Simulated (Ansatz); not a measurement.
# Cl2H2Zn: a nudged elastic band in two tries

Wanted: a band of images between two relaxed ends, and a check that the input is sound.

Program: Ansatz 0.2.0. Level of theory: RKS PBE-D4/def2-SVP. These are calculated values, not measurements.

## Step 1: The system as given

Bond lengths: Zn1–Cl2 2.110 Å, Zn1–Cl3 2.110 Å. Angles: Cl2–Zn1–Cl3 175.9°.

As a file:

```xyz
5

Zn    0.2984    0.0000    0.2838
Cl    0.8259    0.0000    2.3272
Cl   -0.0807    0.0000   -1.7920
H    -2.2538    0.0000    0.4667
H    -2.0747    0.0000    1.2177
```

## Step 2: The run

File input.yaml:

```yaml
crystal:
  periodic: [false, false, false]
  atoms:
    - { symbol: Zn, position_ang: [0.29836, 0.0, 0.283751] }
    - { symbol: Cl, position_ang: [0.825934, 0.0, 2.327242] }
    - { symbol: Cl, position_ang: [-0.080683, 0.0, -1.792043] }
    - { symbol: H, position_ang: [-2.253782, 0.0, 0.466731] }
    - { symbol: H, position_ang: [-2.074729, 0.0, 1.217721] }
basis:
  gaussian: { orbitals: def2-SVP }
hamiltonian:
  xc: pbe
  dispersion: d4
neb:
  order_check: false
  images: 5
  f_tol: 0.03
  max_iterations: 8
  final_atoms:
    - { symbol: Zn, position: [-0.98133164, 0.0, -0.54836356] }
    - { symbol: Cl, position: [0.19603099, 0.0, 2.03671124] }
    - { symbol: Cl, position: [0.88736858, 0.0, -1.56928652] }
    - { symbol: H, position: [-2.44151133, 0.0, -0.07448364] }
    - { symbol: H, position: [-0.9454566, 0.0, 2.65882448] }
  initial_path: idpp
```

Command:

```bash
> ansatz run input.yaml --threads 1 --pin off --max-ram 2048MiB --backend cpu --events-out ev --progress --plain --runs-dir out
```

**Question.** What will these runs give? Wanted: first try.

**Answer**, as computed:

| quantity | value |
| --- | --- |
| first try | refused |
| cause | the second end is typed under the key for fractional positions, which a molecule without a cell can't use |

What this shows: The fault in the first input was caught at the input check and cost nothing.
